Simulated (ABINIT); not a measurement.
# RbP2 (P4/mmm) in ABINIT: a series of runs

One crystal, RbP2, is run at these levels: RPBE, AM05, PBEsol; tasks: relaxation of cell and atoms, single point.

Everything below comes from runs of ABINIT 10.8.3 (patched build). Logs are shortened: lines on timing, memory, paths and dates and some standing lists are left out, and cuts for length are marked. The log counts tension as positive stress, the text compression.

### Step 1. The crystal as given

The structure is tetragonal, space group P4/mmm (No. 123). The conventional cell has a = 3.513 Å, b = 3.513 Å, c = 5.881 Å, α = 90.00°, β = 90.00°, γ = 90.00°. Around Rb (site symmetry 4/mmm) lie 8 P at 3.43 Å and 4 Rb at 3.51 Å. Around P (site symmetry mmm) lie 4 P at 2.48 Å.

The cell was built by a generator and needn't be a form met in nature.

### Step 2. Relaxation of cell and atoms, RPBE

Input file run.abi:

```
# Pseudopotentials
pp_dirpath "./"
pseudos "Rb_ONCV_PBE-1.2.upf, P_ONCV_PBE-1.2.upf"

# Structure
acell 3*1.0
rprim
     6.6391936909     0.0000000000     0.0000000000
     0.0000000000     6.6391936909     0.0000000000
     0.0000000000     0.0000000000    11.1134982362
ntypat 2
znucl 37 15
natom 3
typat 1 2 2
chkprim 0
chksymtnons 0
tolsym 1.0e-6
xred
            1/2            1/2            0.0
            0.0            1/2            1/2
            1/2            0.0            1/2

# Plane-wave basis
ecut 30.0
ecutsm 0.5

# k points
kptopt 1
ngkpt 6 6 4
nshiftk 1
shiftk 0.0 0.0 0.0

# Exchange and correlation
ixc 15

# Bands and occupations
nband 14
occopt 3
tsmear 0.00183747

# SCF cycle
nstep 80
tolvrs 1.0e-12

# Output
iomode 3
prteig 0
prtebands 0
prtwf 0
prtden 0

# Relaxation
ionmov 2
optcell 2
ntime 50
tolmxf 2.0e-5
dilatmx 1.08
```

Potentials or basis: SG15 NC PBE v1.2.

On the command line:

```bash
abinit run.abi > log 2>&1
```

run.abo:

```text
.Version 10.8.3 of ABINIT
 Symmetries : space group P4/m m m (#123); Bravais tP (primitive tetrag.)
================================================================================
 Values of the parameters that define the memory need of the present run
     intxc =       0    ionmov =       2      iscf =       7    lmnmax =       6
     lnmax =       6     mgfft =      60  mpssoang =       3    mqgrid =    3001
     natom =       3  nloc_mem =       1    nspden =       1   nspinor =       1
    nsppol =       1      nsym =      16    n1xccc =       0    ntypat =       2
    occopt =       3   xclevel =       2
       mpw =        4866          nfft =       77760          nkpt =          30
================================================================================
================================================================================

--------------------------------------------------------------------------------
------------- Echo of variables that govern the present computation ------------
--------------------------------------------------------------------------------
 -outvars: echo values of preprocessed input variables --------
            acell      1.0000000000E+00  1.0000000000E+00  1.0000000000E+00 Bohr
              amu      8.54678000E+01  3.09737620E+01
          chkprim           0
      chksymtnons           0
          dilatmx      1.08000000E+00
             ecut      3.00000000E+01 Hartree
           ecutsm      5.00000000E-01 Hartree
           ionmov           2
              ixc          15
         kptrlatt        6    0    0      0    6    0      0    0    4
          kptrlen      3.98351621E+01
            natom           3
            nband          14
            ngfft          36      36      60
             nkpt          30
            nstep          80
             nsym          16
            ntime          50
           ntypat           2
           occopt           3
          optcell           2
           prtden           0
        prtebands           0
           prteig           0
            prtwf           0
            rprim      6.6391936909E+00  0.0000000000E+00  0.0000000000E+00
                       0.0000000000E+00  6.6391936909E+00  0.0000000000E+00
                       0.0000000000E+00  0.0000000000E+00  1.1113498236E+01
          spgroup         123
           tolmxf      2.00000000E-05
           tolsym      1.00000000E-06
           tolvrs      1.00000000E-12
           tsmear      1.83747000E-03 Hartree
            typat      1  2  2
           xangst      1.7566549988E+00  1.7566549988E+00  0.0000000000E+00
                       0.0000000000E+00  1.7566549988E+00  2.9405049980E+00
                       1.7566549988E+00  0.0000000000E+00  2.9405049980E+00
            xcart      3.3195968454E+00  3.3195968454E+00  0.0000000000E+00
                       0.0000000000E+00  3.3195968454E+00  5.5567491181E+00
                       3.3195968454E+00  0.0000000000E+00  5.5567491181E+00
             xred      5.0000000000E-01  5.0000000000E-01  0.0000000000E+00
                       0.0000000000E+00  5.0000000000E-01  5.0000000000E-01
                       5.0000000000E-01  0.0000000000E+00  5.0000000000E-01
            znucl       37.00000   15.00000

================================================================================

 chkinp: Checking input parameters for consistency.

================================================================================
== DATASET  1 ==================================================================

--- !DatasetInfo
iteration_state: {dtset: 1, }
dimensions: {natom: 3, nkpt: 30, mband: 14, nsppol: 1, nspinor: 1, nspden: 1, mpw: 4866, }
cutoff_energies: {ecut:  30.0, pawecutdg:  -1.0, }
electrons: {nelect:   1.90000000E+01, charge:   0.00000000E+00, occopt:   3.00000000E+00, tsmear:   1.83747000E-03, }
meta: {optdriver: 0, ionmov: 2, optcell: 2, iscf: 7, paral_kgb: 0, }
...

 Exchange-correlation functional for the present dataset will be:
  GGA: RPBE functional - ixc=15
  Hammer, L. B. Hansen, and J. K. Norskov, PRB 59, 7413 (1999)

 Real(R)+Recip(G) space primitive vectors, cartesian coordinates (Bohr,Bohr^-1):
 R(1)=  6.6391937  0.0000000  0.0000000  G(1)=  0.1506207  0.0000000  0.0000000
 R(2)=  0.0000000  6.6391937  0.0000000  G(2)=  0.0000000  0.1506207  0.0000000
 R(3)=  0.0000000  0.0000000 11.1134982  G(3)=  0.0000000  0.0000000  0.0899807
 Unit cell volume ucvol=  4.8987070E+02 bohr^3
 Angles (23,13,12)=  9.00000000E+01  9.00000000E+01  9.00000000E+01 degrees

 getcut: wavevector=  0.0000  0.0000  0.0000  ngfft=  36  36  60
         ecut(hartree)=     34.992   => boxcut(ratio)=   2.02745

--- Pseudopotential description ------------------------------------------------
- pspini: atom type   1  psp file is ./Rb_ONCV_PBE-1.2.upf
  37.00000   9.00000  150105                  znucl, zion, pspdat
12 -101130 2 -1 602                           pspcod,pspxc,lmax,lloc,mmax
     nproj     2     2     2

- pspini: atom type   2  psp file is ./P_ONCV_PBE-1.2.upf
  15.00000   5.00000  150415                  znucl, zion, pspdat
12 -101130 1 -1 602                           pspcod,pspxc,lmax,lloc,mmax
     nproj     2     2     0

   5.39483324E+02                                ecore*ucvol(ha*bohr**3)
--------------------------------------------------------------------------------

================================================================================

=== [ionmov= 2] Broyden-Fletcher-Goldfarb-Shanno method (forces)
================================================================================

--- Iteration: ( 1/50) Internal Cycle: (1/1)
--------------------------------------------------------------------------------

---SELF-CONSISTENT-FIELD CONVERGENCE--------------------------------------------

--- !BeginCycle
iteration_state: {dtset: 1, itime: 1, icycle: 1, }
solver: {iscf: 7, nstep: 80, nline: 4, wfoptalg: 0, }
tolerances: {tolvrs: 1.00E-12, }
...
[... 708 lines left out ...]
  6.65479897302490E+00  0.00000000000000E+00  0.00000000000000E+00
  0.00000000000000E+00  6.65479897302490E+00  0.00000000000000E+00
  0.00000000000000E+00  0.00000000000000E+00  1.12442274636378E+01
 Unitary Cell Volume (ucvol) [Bohr^3]=  4.97965785865853E+02
 Angles (23,13,12)= [degrees]
  9.00000000000000E+01  9.00000000000000E+01  9.00000000000000E+01
 Lengths [Bohr]
  6.65479897302490E+00  6.65479897302490E+00  1.12442274636378E+01
 Stress tensor in cartesian coordinates (strten) [Ha/bohr^3]
  4.39710986371855E-10  0.00000000000000E+00  0.00000000000000E+00
  0.00000000000000E+00  4.39710984637132E-10  0.00000000000000E+00
  0.00000000000000E+00  0.00000000000000E+00  8.96376699498214E-08
 Total energy (etotal) [Ha]= -3.76812962093147E+01

 Difference of energy with previous step (new-old):
           Absolute (Ha)=-4.43695E-09
           Relative     =-1.17749E-10

 At Broyd/MD step   7, gradients are converged :
  max grad (force/stress) = 8.9638E-06 < tolmxf= 2.0000E-05 ha/bohr (free atoms)

================================================================================

 ----iterations are completed or convergence reached----

 Mean square residual over all n,k,spin=   22.598E-14; max=  94.791E-12
 reduced coordinates (array xred) for    3 atoms
       0.500000000000      0.500000000000      0.000000000000
       0.000000000000      0.500000000000      0.500000000000
       0.500000000000      0.000000000000      0.500000000000
 rms dE/dt=  0.0000E+00; max dE/dt=  0.0000E+00; dE/dt below (all hartree)
    1       0.000000000000      0.000000000000      0.000000000000
    2       0.000000000000      0.000000000000      0.000000000000
    3       0.000000000000      0.000000000000      0.000000000000

 cartesian coordinates (angstrom) at end:
    1      1.76078397863820     1.76078397863820     0.00000000000000
    2      0.00000000000000     1.76078397863820     2.97509446196504
    3      1.76078397863820     0.00000000000000     2.97509446196504

 cartesian forces (hartree/bohr) at end:
    1     -0.00000000000000    -0.00000000000000    -0.00000000000000
    2     -0.00000000000000    -0.00000000000000    -0.00000000000000
    3     -0.00000000000000    -0.00000000000000    -0.00000000000000
 frms,max,avg= 0.0000000E+00 0.0000000E+00   0.000E+00  0.000E+00  0.000E+00 h/b

 cartesian forces (eV/Angstrom) at end:
    1     -0.00000000000000    -0.00000000000000    -0.00000000000000
    2     -0.00000000000000    -0.00000000000000    -0.00000000000000
    3     -0.00000000000000    -0.00000000000000    -0.00000000000000
 frms,max,avg= 0.0000000E+00 0.0000000E+00   0.000E+00  0.000E+00  0.000E+00 e/A
 length scales=  6.654798973025  6.654798973025 11.244227463638 bohr
              =  3.521567957276  3.521567957276  5.950188923930 angstroms
 Fermi (or HOMO) energy (hartree) =   0.20434   Average Vxc (hartree)=  -0.31868
 Eigenvalues (hartree) for nkpt=  30  k points:
 kpt#   1, nband= 14, wtk=  0.00694, kpt=  0.0000  0.0000  0.0000 (reduced coord)
  -0.83041   -0.28339   -0.24454   -0.23129   -0.23129    0.04856    0.07488    0.09938
   0.09938    0.22495    0.29989    0.32498    0.34279    0.42727
      occupation numbers for kpt#   1
   2.00000    2.00000    2.00000    2.00000    2.00000    2.00000    2.00000    2.00000
   2.00000    0.00003    0.00000    0.00000    0.00000    0.00000
 prteigrs : prtvol=0 or 1, do not print more k-points.

--- !EnergyTerms
iteration_state     : {dtset: 1, itime: 7, icycle: 1, }
comment             : Components of total free energy in Hartree
kinetic             :  1.21221006790370E+01
hartree             :  5.56564001734486E+00
xc                  : -7.15050656731636E+00
Ewald energy        : -3.23993861269540E+01
psp_core            :  1.08337427920903E+00
local_psp           : -1.88642567491383E+01
non_local_psp       :  1.96257887044351E+00
internal            : -3.76804555973742E+01
'-kT*entropy'       : -8.40611940542320E-04
total_energy        : -3.76812962093147E+01
total_energy_eV     : -1.02536030540088E+03
band_energy         : -2.91545275195327E+00
...

 Cartesian components of stress tensor (hartree/bohr^3)
  sigma(1 1)=  4.39710986E-10  sigma(3 2)=  0.00000000E+00
  sigma(2 2)=  4.39710985E-10  sigma(3 1)=  0.00000000E+00
  sigma(3 3)=  8.96376699E-08  sigma(2 1)=  0.00000000E+00

-Cartesian components of stress tensor (GPa)         [Pressure= -8.8770E-04 GPa]
- sigma(1 1)=  1.29367439E-05  sigma(3 2)=  0.00000000E+00
- sigma(2 2)=  1.29367438E-05  sigma(3 1)=  0.00000000E+00
- sigma(3 3)=  2.63723130E-03  sigma(2 1)=  0.00000000E+00

== END DATASET(S) ==============================================================
================================================================================

 -outvars: echo values of variables after computation  --------
            acell      6.6547989730E+00  6.6547989730E+00  1.1244227464E+01 Bohr
           etotal     -3.7681296209E+01
            fcart     -0.0000000000E+00 -0.0000000000E+00 -0.0000000000E+00
                      -0.0000000000E+00 -0.0000000000E+00 -0.0000000000E+00
                      -0.0000000000E+00 -0.0000000000E+00 -0.0000000000E+00
           strten      4.3971098637E-10  4.3971098464E-10  8.9637669950E-08
                       0.0000000000E+00  0.0000000000E+00  0.0000000000E+00
           xangst      1.7607839786E+00  1.7607839786E+00  0.0000000000E+00
                       0.0000000000E+00  1.7607839786E+00  2.9750944620E+00
                       1.7607839786E+00  0.0000000000E+00  2.9750944620E+00
             xred      5.0000000000E-01  5.0000000000E-01  0.0000000000E+00
                       0.0000000000E+00  5.0000000000E-01  5.0000000000E-01
                       5.0000000000E-01  0.0000000000E+00  5.0000000000E-01
 Calculation completed.
```

Run time: 5.4 min. Hardware: 1 thread of Arm Neoverse V1, shared host; peak memory 0.11 GiB.

Results:

| Item | Value |
| --- | --- |
| Free energy | -1025.3603 eV |
| Relaxed volume | 24.60 Å³/atom |
| Relaxed cell | a = 3.522 Å, b = 3.522 Å, c = 5.950 Å, α = 90.00°, β = 90.00°, γ = 90.00° |
| Space group after relaxing (to 0.05 Å) | P4/mmm (No. 123) |
| Energy gained by relaxing | 1.3 meV/atom |
| Ionic steps | 7 |
| Pressure after relaxing | 0.0 GPa |
| Band gap on the k mesh | none (metal or under the smearing width) |

The path:
```
step  energy change (eV)  largest force (eV/Å)  pressure (GPa)  volume (Å³)
   1              0.0000                0.0000            0.61        72.59
   2             -0.0008                0.0000            0.54        72.73
   3             -0.0038                0.0000            0.02        73.74
   4             -0.0038                0.0000            0.01        73.77
   5             -0.0038                0.0000            0.01        73.77
   6             -0.0038                0.0000            0.00        73.79
   7             -0.0038                0.0000            0.00        73.79
```

Final structure:
```yaml
crystal:
  lattice:
    - [3.52157, 0.00000, 0.00000]
    - [0.00000, 3.52157, 0.00000]
    - [0.00000, 0.00000, 5.95019]
  atoms:
    - { symbol: Rb, position: [0.50000, 0.50000, 0.00000] }
    - { symbol: P, position: [0.00000, 0.50000, 0.50000] }
    - { symbol: P, position: [0.50000, 0.00000, 0.50000] }
```

Caveat: the potentials were made for another functional, which shifts forces and pressure.

### Step 3. Single point, RPBE (cell relaxed)

Input file run.abi:

```
# Pseudopotentials
pp_dirpath "./"
pseudos "Rb_ONCV_PBE-1.2.upf, P_ONCV_PBE-1.2.upf"

# Structure
acell 3*1.0 Angstrom
rprim
     3.5215679600     0.0000000000     0.0000000000
     0.0000000000     3.5215679600     0.0000000000
     0.0000000000     0.0000000000     5.9501889300
ntypat 2
znucl 37 15
natom 3
typat 1 2 2
xred
     0.5000000000     0.5000000000     0.0000000000
     0.0000000000     0.5000000000     0.5000000000
     0.5000000000     0.0000000000     0.5000000000
chkprim 0
chksymtnons 0
tolsym 1.0e-6

# Plane-wave basis
ecut 30.0

# k points
kptopt 1
ngkpt 6 6 4
nshiftk 1
shiftk 0.0 0.0 0.0

# Exchange and correlation
ixc 15

# Bands and occupations
nband 14
occopt 3
tsmear 0.00183747

# SCF cycle
nstep 100
tolvrs 1.0e-10

# Output
iomode 3
prtwf 0
prteig 0
prtebands 0
enunit 1
prtden 1
prtvha 1
prtvclmb 1
prtpot 1
prtelf 1
```

Potentials or basis: SG15 NC PBE v1.2.

On the command line:

```bash
abinit run.abi > log 2>&1
```

Run time: 51 s. Hardware: 1 thread of Arm Neoverse V1, shared host; peak memory 0.09 GiB.

Results (log left out):

```
Free energy                                           : -1025.3605 eV
Pressure                                              : 0.0 GPa
Band gap on the k mesh                                : none (metal or under the smearing width)
Valence electrons inside the program's atomic spheres : Rb 6.06; P 2.66
```

Levels at points of the mesh, in eV from the Fermi level:
```tsv
k point	band 6	band 7	band 8	band 9	band 10	band 11	band 12	band 13	band 14
(0.00, 0.00, 0.00)	-4.24	-3.52	-2.86	-2.86	0.56	2.60	3.28	3.77	6.07
(0.50, 0.00, 0.00)	-10.44	-2.15	-1.16	-0.23	-0.20	1.35	1.66	3.44	4.70
(0.50, 0.50, 0.00)	-8.95	-6.10	-5.96	-1.04	-1.04	2.19	4.05	5.22	7.49
(0.00, 0.00, 0.50)	-4.45	-4.21	-2.91	-2.91	1.78	1.94	3.43	5.11	5.12
(0.50, 0.00, 0.50)	-10.13	-1.98	-1.57	-0.31	-0.18	1.57	1.60	3.66	3.93
(0.50, 0.50, 0.50)	-9.05	-5.94	-5.84	-0.45	-0.45	1.31	3.35	4.76	4.76
```

Caveat: the potentials were made for another functional, which shifts forces and pressure.

### Step 4. Single point, AM05 (cell squeezed)

Edit run.abi of step 3 so:

```diff
@@ -2,3 +2,3 @@
 pp_dirpath "./"
-pseudos "Rb_ONCV_PBE-1.2.upf, P_ONCV_PBE-1.2.upf"
+pseudos "Rb.upf, P.upf"
 
@@ -7,5 +7,5 @@
 rprim
-     3.5215679600     0.0000000000     0.0000000000
-     0.0000000000     3.5215679600     0.0000000000
-     0.0000000000     0.0000000000     5.9501889300
+     3.4658270171     0.0000000000     0.0000000000
+     0.0000000000     3.4658270171     0.0000000000
+     0.0000000000     0.0000000000     5.8015271485
 ntypat 2
@@ -23,3 +23,3 @@
 # Plane-wave basis
-ecut 30.0
+ecut 19.0
 
@@ -32,3 +32,3 @@
 # Exchange and correlation
-ixc 15
+ixc -120135
 
@@ -48,3 +48,3 @@
 prtebands 0
-enunit 1
+enunit 2
 prtden 1
```

Potentials or basis: PseudoDojo NC SR PBEsol v0.4.1 standard.

On the command line:

```bash
abinit run.abi > log 2>&1
```

run.abo:

```text
.Version 10.8.3 of ABINIT
 Symmetries : space group P4/m m m (#123); Bravais tP (primitive tetrag.)
================================================================================
 Values of the parameters that define the memory need of the present run
     intxc =       0    ionmov =       0      iscf =       7    lmnmax =       6
     lnmax =       6     mgfft =      45  mpssoang =       3    mqgrid =    3001
     natom =       3  nloc_mem =       1    nspden =       1   nspinor =       1
    nsppol =       1      nsym =      16    n1xccc =    2501    ntypat =       2
    occopt =       3   xclevel =       2
       mpw =        1883          nfft =       32805          nkpt =          30
================================================================================
================================================================================

--------------------------------------------------------------------------------
------------- Echo of variables that govern the present computation ------------
[... 237 lines left out ...]
================================================================================

 -outvars: echo values of variables after computation  --------
            acell      1.8897261259E+00  1.8897261259E+00  1.8897261259E+00 Bohr
           etotal     -4.0845229373E+01
            fcart     -0.0000000000E+00 -0.0000000000E+00 -0.0000000000E+00
                      -0.0000000000E+00 -0.0000000000E+00 -0.0000000000E+00
                      -0.0000000000E+00 -0.0000000000E+00 -0.0000000000E+00
            rprim      3.4658270171E+00  0.0000000000E+00  0.0000000000E+00
                       0.0000000000E+00  3.4658270171E+00  0.0000000000E+00
                       0.0000000000E+00  0.0000000000E+00  5.8015271485E+00
           strten      7.6221319822E-05  7.6221319822E-05  1.0434701590E-05
                       0.0000000000E+00  0.0000000000E+00  0.0000000000E+00
           xangst      1.7329135086E+00  1.7329135086E+00  0.0000000000E+00
                       0.0000000000E+00  1.7329135086E+00  2.9007635742E+00
                       1.7329135086E+00  0.0000000000E+00  2.9007635742E+00
             xred      5.0000000000E-01  5.0000000000E-01  0.0000000000E+00
                       0.0000000000E+00  5.0000000000E-01  5.0000000000E-01
                       5.0000000000E-01  0.0000000000E+00  5.0000000000E-01
 Calculation completed.
```

Run time: 24 s. Hardware: 1 thread of Arm Neoverse V1, shared host; peak memory 0.07 GiB.

What came out:

```yaml
Free_energy: -1111.4553 eV
Pressure: -1.6 GPa
Band_gap_on_the_k_mesh: none (metal or under the smearing width)
Valence_electrons_inside_the_program's_atomic_spheres: Rb 6.05; P 2.68
```

Levels at points of the mesh, in eV from the Fermi level:
```tsv
k point	band 6	band 7	band 8	band 9	band 10	band 11	band 12	band 13	band 14
(0.00, 0.00, 0.00)	-3.94	-3.60	-3.02	-3.02	0.42	2.77	2.90	3.75	6.16
(0.50, 0.00, 0.00)	-10.64	-2.38	-1.16	-0.33	-0.30	1.35	1.76	3.54	4.77
(0.50, 0.50, 0.00)	-8.99	-6.51	-6.36	-1.17	-1.17	2.04	3.79	5.13	7.85
(0.00, 0.00, 0.50)	-4.74	-3.89	-3.09	-3.09	1.75	1.88	3.02	5.21	5.37
(0.50, 0.00, 0.50)	-10.14	-2.16	-1.66	-0.42	-0.27	1.65	1.65	3.65	3.91
(0.50, 0.50, 0.50)	-9.13	-6.33	-6.16	-0.43	-0.43	1.02	3.08	4.76	4.76
```

Caveat: the cutoff is short for stress, so the pressure is rough; the potentials were made for another functional, which shifts forces and pressure.

(Continued in part 2 of 2.)
